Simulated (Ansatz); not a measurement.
**AlH9N2Si (built from SMILES [NH2][AlH][NH2].[SiH4]): molecular dynamics**

The task is to watch the atoms for 30 steps of 0.75 fs, started with velocities for 700 K and run with a Langevin thermostat, and see to which side of the barrier the system falls.

The runs use Ansatz 0.2.0, Gaussian basis; PBE0-D4/def2-SVP.

1 further run of the same task is left out (it didn't finish).

## (1) The system as given

The start, a first-order saddle point found at PBE0-D4 in triple zeta: 13 atoms, charge 0, spin multiplicity 1.

Atoms are counted from 1 here; the program's logs count them from 0.

Bond lengths: Al1–H2 1.730 Å, Al1–N3 1.769 Å, Al1–N4 1.769 Å, Al1–H5 1.682 Å, Al1–Si6 2.668 Å, N3–H7 1.006 Å, N3–H8 1.007 Å, N4–H9 1.006 Å, N4–H10 1.007 Å, Si6–H11 1.496 Å, Si6–H12 1.491 Å, Si6–H13 1.489 Å. Angles: H2–Al1–N3 118.1°, H2–Al1–N4 105.0°, H2–Al1–H5 37.4°, H2–Al1–Si6 83.1°, N3–Al1–N4 126.7°, N3–Al1–H5 117.1°, N3–Al1–Si6 101.2°, N4–Al1–H5 116.2°, N4–Al1–Si6 114.3°, H5–Al1–Si6 45.7°, Al1–N3–H7 125.0°, Al1–N3–H8 123.8°, H7–N3–H8 110.3°, Al1–N4–H9 124.5°, Al1–N4–H10 123.3°, H9–N4–H10 110.5°, Al1–Si6–H11 92.1°, Al1–Si6–H12 120.5° and more.

Geometry (Å):

| atom | x (Å) | y (Å) | z (Å) |
| --- | --- | --- | --- |
| Al1 | 0.4422 | 0.3902 | 0.4990 |
| H2 | 1.3729 | -1.0069 | 0.9187 |
| N3 | 1.1268 | 1.5286 | -0.6690 |
| N4 | -0.4597 | 0.7965 | 1.9660 |
| H5 | 0.6168 | -1.2492 | 0.1635 |
| Si6 | -0.8062 | -1.3235 | -1.1197 |
| H7 | 1.0442 | 1.4489 | -1.6681 |
| H8 | 1.7968 | 2.2409 | -0.4301 |
| H9 | -0.4660 | 0.2398 | 2.8037 |
| H10 | -1.2037 | 1.4741 | 1.9876 |
| H11 | -1.6947 | -0.2490 | -1.6627 |
| H12 | -0.0898 | -1.9270 | -2.2803 |
| H13 | -1.6795 | -2.3633 | -0.5088 |

## (2) Dynamics

File md/in.yaml:

```yaml
crystal:
  periodic: [false, false, false]
  atoms:
    - {symbol: Al, position_ang: [0.442189, 0.390184, 0.499046]}
    - {symbol: H, position_ang: [1.372907, -1.006933, 0.918745]}
    - {symbol: N, position_ang: [1.126781, 1.528616, -0.668954]}
    - {symbol: N, position_ang: [-0.459675, 0.796483, 1.965994]}
    - {symbol: H, position_ang: [0.616795, -1.249246, 0.163516]}
    - {symbol: Si, position_ang: [-0.806204, -1.323527, -1.119720]}
    - {symbol: H, position_ang: [1.044226, 1.448859, -1.668097]}
    - {symbol: H, position_ang: [1.796833, 2.240877, -0.430107]}
    - {symbol: H, position_ang: [-0.466045, 0.239826, 2.803732]}
    - {symbol: H, position_ang: [-1.203716, 1.474120, 1.987575]}
    - {symbol: H, position_ang: [-1.694653, -0.248997, -1.662658]}
    - {symbol: H, position_ang: [-0.089802, -1.926956, -2.280292]}
    - {symbol: H, position_ang: [-1.679535, -2.363307, -0.508781]}
basis:
  gaussian: {orbitals: def2-SVP}
hamiltonian: {xc: pbe0, dispersion: d4}
md: {n_steps: 30, timestep: 0.75, temperature: 700, ensemble: nvt_langevin, seed: 747, friction: 0.002, initial_velocities: maxwell_boltzmann}
```

Started as:

```console
ansatz run in.yaml --threads 4 --pin off --events-out ev --progress --plain --max-ram 9574MiB
```

**Question.** What will these runs give? Wanted: temperature at the start; mean temperature, second half; lowest and highest potential energy, from the first frame; largest change of potential + kinetic; bonds lost by distance.

As calculated:

```
                                                 quantity              value
                                                   length  30 steps, 22.5 fs
                                 temperature at the start              646 K
                            mean temperature, second half              776 K
lowest and highest potential energy, from the first frame   -524 and 488 meV
                    largest change of potential + kinetic          104.4 meV
                                   bonds lost by distance     Al1–H2, Al1–H5
```

**Reading.** By the last frame it has moved towards the side where Al1–Si6, H2–H5 form. The system runs downhill by 0.52 eV, and that energy turns into motion. The thermostat trades energy with the molecule, so the sum of potential and kinetic energy isn't conserved: it changes by -104 meV over the run. The instant temperature ranges from 350 to 903 K, as energy passes between motion and strain. Under Langevin the temperature counts 3N degrees of freedom, more than the drawn velocities fill, so it starts at 646 K, not 700 K.
